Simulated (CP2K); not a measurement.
# Al3Au (I4/mmm) in CP2K: relaxation of cell and atoms with PBEsol

Aim: the relaxation of cell and atoms of Al3Au with PBEsol.

Everything below comes from runs of CP2K 2026.2. Logs are shortened: lines on timing, memory, paths and dates and some standing lists are left out, and cuts for length are marked.

### 1 The crystal as given

The structure is tetragonal, space group I4/mmm (No. 139). Conventional cell: a = 4.051 Å, b = 4.051 Å, c = 8.113 Å, α = 90.00°, β = 90.00°, γ = 90.00°. Around Au (site symmetry 4/mmm) lie 12 Al at 2.86 to 2.87 Å. Al (site symmetry 4/mmm) has 4 Au at 2.86 Å and 8 Al at 2.87 Å as nearest neighbours. Al (site symmetry -4m2) is surrounded by 8 Al at 2.86 to 2.87 Å and 4 Au at 2.87 Å.

The cell comes from a database or a generator and needn't be the stable form of this composition.

### 2 Relaxation of cell and atoms, PBEsol

Contents of al3au_vcrelax.inp:

```
&GLOBAL
  PROJECT al3au_vcrelax
  RUN_TYPE CELL_OPT
  PRINT_LEVEL LOW
&END GLOBAL
&FORCE_EVAL
  METHOD QS
  STRESS_TENSOR ANALYTICAL
  &DFT
    BASIS_SET_FILE_NAME BASIS_MOLOPT_UZH
    POTENTIAL_FILE_NAME POTENTIAL_UZH
    &MGRID
      CUTOFF 500
      REL_CUTOFF 60
      NGRIDS 5
    &END MGRID
    &QS
      METHOD GPW
      EPS_DEFAULT 1.0E-10
      EXTRAPOLATION USE_PREV_P
    &END QS
    &KPOINTS
      SCHEME MONKHORST-PACK 7 7 7
      GAMMA_CENTERED T
    &END KPOINTS
    &SCF
      SCF_GUESS ATOMIC
      EPS_SCF 1.0E-6
      MAX_SCF 100
      ADDED_MOS 17
      CHOLESKY OFF
      EPS_EIGVAL 1.0E-7
      &DIAGONALIZATION ON
        ALGORITHM STANDARD
      &END DIAGONALIZATION
      &MIXING ON
        METHOD BROYDEN_MIXING
        ALPHA 0.4
        BETA 1.5
        NBUFFER 8
      &END MIXING
      &SMEAR ON
        METHOD FERMI_DIRAC
        ELECTRONIC_TEMPERATURE [K] 580.226
      &END SMEAR
    &END SCF
    &XC
      &XC_FUNCTIONAL
        &GGA_X_PBE_SOL
        &END GGA_X_PBE_SOL
        &GGA_C_PBE_SOL
        &END GGA_C_PBE_SOL
      &END XC_FUNCTIONAL
    &END XC
    &PRINT
      &KPOINTS ON
      &END KPOINTS
      &MULLIKEN ON
        &EACH
          CELL_OPT 0
        &END EACH
        ADD_LAST NUMERIC
      &END MULLIKEN
      &MO ON
        ENERGIES T
        OCCUPATION_NUMBERS T
        &EACH
          QS_SCF 0
          CELL_OPT 0
        &END EACH
        ADD_LAST NUMERIC
      &END MO
    &END PRINT
  &END DFT
  &SUBSYS
    &CELL
      A 4.9658786817 0.0000000000 0.0000000000
      B 1.6617514376 4.6795868665 0.0000000000
      C -3.3138150597 -2.3397934333 2.8642533969
      PERIODIC XYZ
    &END CELL
    &COORD
      SCALED
      Au  0.0000000000 0.0000000000 0.0000000000
      Al  0.5000000000 0.5000000000 0.0000000000
      Al  0.2500000000 0.7500000000 0.5000000000
      Al  0.7500000000 0.2500000000 0.5000000000
    &END COORD
    &KIND Au
      BASIS_SET TZVP-MOLOPT-PBE-GTH-q11
      POTENTIAL GTH-PBE-q11
    &END KIND
    &KIND Al
      BASIS_SET TZVP-MOLOPT-PBE-GTH-q3
      POTENTIAL GTH-PBE-q3
    &END KIND
    &PRINT
      &ATOMIC_COORDINATES ON
      &END ATOMIC_COORDINATES
      &CELL ON
      &END CELL
    &END PRINT
  &END SUBSYS
  &PRINT
    &FORCES ON
    &END FORCES
    &STRESS_TENSOR ON
    &END STRESS_TENSOR
  &END PRINT
&END FORCE_EVAL
&MOTION
  &CELL_OPT
    OPTIMIZER BFGS
    MAX_ITER 40
    MAX_FORCE [eV*angstrom^-1] 0.05
    RMS_FORCE [eV*angstrom^-1] 0.05
    MAX_DR 1.0E-2
    RMS_DR 1.0E-2
    EXTERNAL_PRESSURE [bar] 0.0
    PRESSURE_TOLERANCE [bar] 200
    KEEP_SPACE_GROUP T
  &END CELL_OPT
  &PRINT
    &TRAJECTORY ON
    &END TRAJECTORY
    &CELL ON
    &END CELL
    &FORCES ON
    &END FORCES
    &STRESS ON
    &END STRESS
    &RESTART OFF
    &END RESTART
    &RESTART_HISTORY OFF
    &END RESTART_HISTORY
  &END PRINT
&END MOTION
```

Potentials or basis: POTENTIAL_UZH Au GTH-PBE-q11, Al GTH-PBE-q3; TZVP-MOLOPT-PBE-GTH basis.

Started as:

```sh
OMP_NUM_THREADS=1 mpirun -n 3 cp2k.psmp -i al3au_vcrelax.inp -o al3au_vcrelax.out
```

al3au_vcrelax.out:

```text

 CP2K| version string:                                       CP2K version 2026.2
 CP2K| Input file name                                         al3au_vcrelax.inp

 GLOBAL| Force Environment number                                              1
 GLOBAL| Basis set file name                                    BASIS_MOLOPT_UZH
 GLOBAL| Potential file name                                       POTENTIAL_UZH
 GLOBAL| MM Potential file name                                     MM_POTENTIAL
 GLOBAL| Coordinate file name                                      __STD_INPUT__
 GLOBAL| Method name                                                        CP2K
 GLOBAL| Project name                                              al3au_vcrelax
 GLOBAL| Run type                                                       CELL_OPT
 GLOBAL| FFT library                                                       FFTW3
 GLOBAL| Diagonalization library                                       ScaLAPACK
[... 7 lines left out ...]
 GLOBAL| CPU model name                                                  UNKNOWN

 CELL| Volume [angstrom^3]:                                            66.560267
 CELL| Vector a [angstrom]:       4.966     0.000     0.000   |a| =     4.965879
 CELL| Vector b [angstrom]:       1.662     4.680     0.000   |b| =     4.965879
 CELL| Vector c [angstrom]:      -3.314    -2.340     2.864   |c| =     4.965879
 CELL| Angle (b,c), alpha [degree]:                                   131.860323
 CELL| Angle (a,c), beta  [degree]:                                   131.860323
 CELL| Angle (a,b), gamma [degree]:                                    70.449722
 CELL| Numerically orthorhombic:                                              NO
 CELL| Periodicity                                                           XYZ

 CELL_REF| Volume [angstrom^3]:                                        66.560267
 CELL_REF| Vector a [angstrom     4.966     0.000     0.000   |a| =     4.965879
 CELL_REF| Vector b [angstrom     1.662     4.680     0.000   |b| =     4.965879
 CELL_REF| Vector c [angstrom    -3.314    -2.340     2.864   |c| =     4.965879
 CELL_REF| Angle (b,c), alpha [degree]:                               131.860323
 CELL_REF| Angle (a,c), beta  [degree]:                               131.860323
 CELL_REF| Angle (a,b), gamma [degree]:                                70.449722
 CELL_REF| Numerically orthorhombic:                                          NO
 CELL_REF| Periodicity                                                       XYZ

[... 8 lines left out ...]
 TOTAL NUMBERS AND MAXIMUM NUMBERS

  Total number of            - Atomic kinds:                                   2
                             - Atoms:                                          4
                             - Shell sets:                                     4
                             - Shells:                                        31
                             - Primitive Cartesian functions:                 18
                             - Cartesian basis functions:                     94
                             - Spherical basis functions:                     85

  Maximum angular momentum of- Orbital basis functions:                        3
                             - Local part of the GTH pseudopotential:          0
                             - Non-local part of the GTH pseudopotential:      4

 MODULE QUICKSTEP: ATOMIC COORDINATES IN ANGSTROM

   Atom Kind Element         X             Y             Z       Z(eff)     Mass
      1    1 Au   79      0.000000      0.000000      0.000000  11.0000 196.9666
      2    2 Al   13      3.313815      2.339793      0.000000   3.0000  26.9815
      3    2 Al   13      0.830876      2.339793      1.432127   3.0000  26.9815
      4    2 Al   13      2.482939     -0.000000      1.432127   3.0000  26.9815

 SCF PARAMETERS         Density guess:                                    ATOMIC
                        --------------------------------------------------------
                        max_scf:                                             100
                        max_scf_history:                                       0
                        max_diis:                                              4
[... 5 lines left out ...]
                        --------------------------------------------------------
                        level_shift [a.u.]:                             0.000000
                        added MOs                                        17    0
                        --------------------------------------------------------
                        Mixing method:                            BROYDEN_MIXING
                                                charge density mixing in g-space
[... 293 lines left out ...]
 OPT| Step number                                                              1
 OPT| Optimization method                                                   BFGS
 OPT| Total energy [hartree]                                      -39.3214768275
 OPT| Internal pressure [bar]                                   -2596.6967740013
 OPT| Effective energy change [hartree]                            -0.0000008257
 OPT| Predicted energy change [hartree]                            -0.0000004348
 OPT| Scaling factor                                                0.0000000000
 OPT| Step size                                                     0.0005708444
 OPT| Trust radius                                                  0.4724315332
 OPT| Decrease in energy                                                     YES
 OPT|
 OPT| Maximum step size                                             0.0005708444
 OPT| Convergence limit for maximum step size                       0.0100000000
 OPT| Maximum step size is converged                                         YES
 OPT|
 OPT| RMS step size                                                 0.0002197883
 OPT| Convergence limit for RMS step size                           0.0100000000
 OPT| RMS step size is converged                                             YES
 OPT|
 OPT| Maximum gradient                                              0.0005075547
 OPT| Convergence limit for maximum gradient                        0.0009723453
 OPT| Maximum gradient is converged                                          YES
 OPT|
 OPT| RMS gradient                                                  0.0002018583
 OPT| Convergence limit for RMS gradient                            0.0009723453
 OPT| RMS gradient is converged                                              YES
 OPT|
 OPT| Pressure deviation [bar]                                  -2596.6967740013
 OPT| Pressure tolerance [bar]                                    200.0000000000
 OPT| Pressure is converged                                                   NO
 OPT| **************************************************************************

 --------------------------
 OPTIMIZATION STEP:      2
 --------------------------

 CELL| Volume [angstrom^3]:                                            66.385001
 CELL| Vector a [angstrom]:       4.962     0.000     0.000   |a| =     4.962427
 CELL| Vector b [angstrom]:       1.660     4.676     0.000   |b| =     4.962427
 CELL| Vector c [angstrom]:      -3.314    -2.340     2.861   |c| =     4.963796
 CELL| Angle (b,c), alpha [degree]:                                   131.880215
 CELL| Angle (a,c), beta  [degree]:                                   131.881867
 CELL| Angle (a,b), gamma [degree]:                                    70.452331
 CELL| Numerically orthorhombic:                                              NO
 CELL| Periodicity                                                           XYZ
[... 82 lines left out ...]
 OPT| **************************************************************************
 OPT| Step number                                                              2
 OPT| Optimization method                                                   BFGS
 OPT| Total energy [hartree]                                      -39.3214815235
 OPT| Internal pressure [bar]                                    -185.6191111486
 OPT| Effective energy change [hartree]                            -0.0000046960
 OPT| Predicted energy change [hartree]                            -0.0000045186
 OPT| Scaling factor                                                0.0000000000
 OPT| Step size                                                     0.0062561164
 OPT| Trust radius                                                  0.4724315332
 OPT| Decrease in energy                                                     YES
 OPT|
 OPT| Maximum step size                                             0.0062561164
 OPT| Convergence limit for maximum step size                       0.0100000000
 OPT| Maximum step size is converged                                         YES
 OPT|
 OPT| RMS step size                                                 0.0024872414
 OPT| Convergence limit for RMS step size                           0.0100000000
 OPT| RMS step size is converged                                             YES
 OPT|
 OPT| Maximum gradient                                              0.0002224213
 OPT| Convergence limit for maximum gradient                        0.0009723453
 OPT| Maximum gradient is converged                                          YES
 OPT|
 OPT| RMS gradient                                                  0.0000757356
 OPT| Convergence limit for RMS gradient                            0.0009723453
 OPT| RMS gradient is converged                                              YES
 OPT|
 OPT| Pressure deviation [bar]                                   -185.6191111486
 OPT| Pressure tolerance [bar]                                    200.0000000000
 OPT| Pressure is converged                                                  YES
 OPT| **************************************************************************

 *******************************************************************************
 ***                    GEOMETRY OPTIMIZATION COMPLETED                      ***
 *******************************************************************************

 write_final_structure: Optimization converged, writing XYZ file gladly:
  al3au_vcrelax-FINAL-1_2.xyz

 write_final_structure: Optimization converged, writing CIF file gladly:
  al3au_vcrelax-FINAL-1_2.cif

 write_final_structure: Done!

                    Reevaluating energy at the minimum

 CELL| Volume [angstrom^3]:                                            66.385001
 CELL| Vector a [angstrom]:       4.962     0.000     0.000   |a| =     4.962427
 CELL| Vector b [angstrom]:       1.660     4.676     0.000   |b| =     4.962427
 CELL| Vector c [angstrom]:      -3.314    -2.340     2.861   |c| =     4.963796
 CELL| Angle (b,c), alpha [degree]:                                   131.880215
 CELL| Angle (a,c), beta  [degree]:                                   131.881867
 CELL| Angle (a,b), gamma [degree]:                                    70.452331
 CELL| Numerically orthorhombic:                                              NO
 CELL| Periodicity                                                           XYZ
[... 492 lines left out ...]
 MO|     26               0.802323              21.832328               0.000000
 MO|     27               0.873997              23.782666               0.000000
 MO| Sum:                                                              18.002101
 MO| E(Fermi):            0.308760 a.u.          8.401784 eV

 [... the levels of further k-points ...]

 !-----------------------------------------------------------------------------!
                     Mulliken Population Analysis

 #  Atom  Element  Kind  Atomic population                           Net charge
       1     Au       1         10.641717                              0.358283
       2     Al       2          3.185818                             -0.185818
       3     Al       2          3.086231                             -0.086231
       4     Al       2          3.086233                             -0.086233
 # Total charge                             20.000000                  0.000000

 !-----------------------------------------------------------------------------!

 ENERGY| Total FORCE_EVAL ( QS ) energy [hartree]            -39.321480193279697
```

Wall time 2.5 min (3 MPI ranks of Arm Neoverse V2, shared host).

What came out:

```
Free energy                            : -1069.9919 eV
Relaxed volume                         : 16.60 Å³/atom
Relaxed cell                           : a = 4.962 Å, b = 4.962 Å, c = 4.964 Å, α = 131.88°, β = 131.88°, γ = 70.45°
Space group after relaxing (to 0.05 Å) : I4/mmm (No. 139)
Energy gained by relaxing              : 0.0 meV/atom
Ionic steps                            : 4
Pressure after relaxing                : 0.0 GPa
Band gap on the k mesh                 : none (metal or under the smearing width)
Mulliken charges                       : Au +0.36; Al -0.19, -0.09 e
```

The path:
```csv
step,energy change (eV),largest force (eV/Å),volume (Å³)
1,0.0000,0.0000,66.56
2,0.0000,0.0000,66.55
3,-0.0002,0.0002,66.39
4,-0.0001,0.0002,66.39
```

Final structure:
```cif
data_structure
_symmetry_space_group_name_H-M 'P 1'
_symmetry_Int_Tables_number 1
_cell_length_a 4.9624
_cell_length_b 4.9624
_cell_length_c 4.9638
_cell_angle_alpha 131.880
_cell_angle_beta 131.882
_cell_angle_gamma 70.452
_cell_volume 66.39
loop_
_atom_site_label
_atom_site_type_symbol
_atom_site_fract_x
_atom_site_fract_y
_atom_site_fract_z
_atom_site_occupancy
Au1 Au 0.00000 0.00000 0.00000 1
Al1 Al 0.50000 0.50000 0.00000 1
Al2 Al 0.25000 0.75000 0.50000 1
Al3 Al 0.75000 0.25000 0.50000 1
```

Levels at points of the mesh, in eV from the Fermi level:
| k point | band 7 | band 8 | band 9 | band 10 | band 11 | band 12 | band 13 | band 14 |
| --- | --- | --- | --- | --- | --- | --- | --- | --- |
| (0.00, 0.00, 0.00) | -2.67 | 0.01 | 0.01 | 0.38 | 0.74 | 0.83 | 0.84 | 0.87 |

Caveat: Mulliken charges move with the basis; with these potentials and basis sets, volumes of gold and of layered tellurides can stand 1.5 % and more from those of plane-wave programs; the potentials were made for another functional, which shifts forces and pressure; the basis of atomic orbitals isn't converged, which shifts pressures, moduli and gaps. The run has no spin-orbit coupling, so splittings on Au are missing.
